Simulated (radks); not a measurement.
# Tc¹⁴⁺ in [Ar] 3d10 4s0.75 4d0.25: an all-electron calculation

The task here is to estimate one member of a computed series from the others.

Method: scalar-relativistic Kohn-Sham, exchange-only PBE, spin-polarised, spherical densities, point nucleus; open shells are filled with parallel spins first. Code: radks (a radial shooting solver on a logarithmic mesh, Libxc functionals) version 1.

## What is computed

- element: technetium (Z = 43)
- charge: +14
- electrons: 29
- configuration: [Ar] 3d10 4s0.75 4d0.25

The first run:

Settings of this run:

```text
Z 43
configuration [Ar] 3d10 4s0.75 4d0.25
relativity scalar-relativistic
functional pbe,
spin polarised
nucleus point
c 137.035999084
```

One table of the session follows, with a row left open; its other results are not shown here.

It belongs to the step «Radial structure». Sizes of the orbitals, from the radial functions (bohr):

| level | <r> | outermost maximum (interpolated) | 90 % within | nodes |
| --- | --- | --- | --- | --- |
| 1s up | 0.03428 | 0.0223 | 0.0614 | 0 |
| 1s down | 0.03428 | 0.0223 | 0.0614 | 0 |
| 2s up | 0.1495 | 0.126 | 0.231 | 1 |
| 2s down | 0.1495 | 0.126 | 0.231 | 1 |
| 2p up | 0.1302 | 0.101 | 0.212 | 0 |
| 2p down | 0.1302 | 0.101 | 0.212 | 0 |
| 3s up | 0.4118 | 0.371 | 0.607 | 2 |
| 3s down | 0.4115 | 0.371 | 0.606 | 2 |
| 3p up | 0.4113 | 0.364 | 0.619 | 1 |
| 3p down | 0.4110 | 0.364 | 0.618 | 1 |
| 3d up | 0.3900 | 0.308 | 0.618 | 0 |
| 3d down | 0.3895 | 0.308 | 0.617 | 0 |
| 4s up | 0.9199 | 0.878 | 1.31 | 3 |
| 4s down | 0.9167 | 0.876 | 1.30 | 3 |
| 4d up | ? | ? | ? | ? |
| 4d down | 1.023 | 0.968 | 1.49 | 1 |

**Question.** Estimate the row for 4d up.

The run gave: <r>: 1.029; outermost maximum (interpolated): 0.972; 90 % within: 1.50; nodes: 1. In the column «<r>» it is the highest.
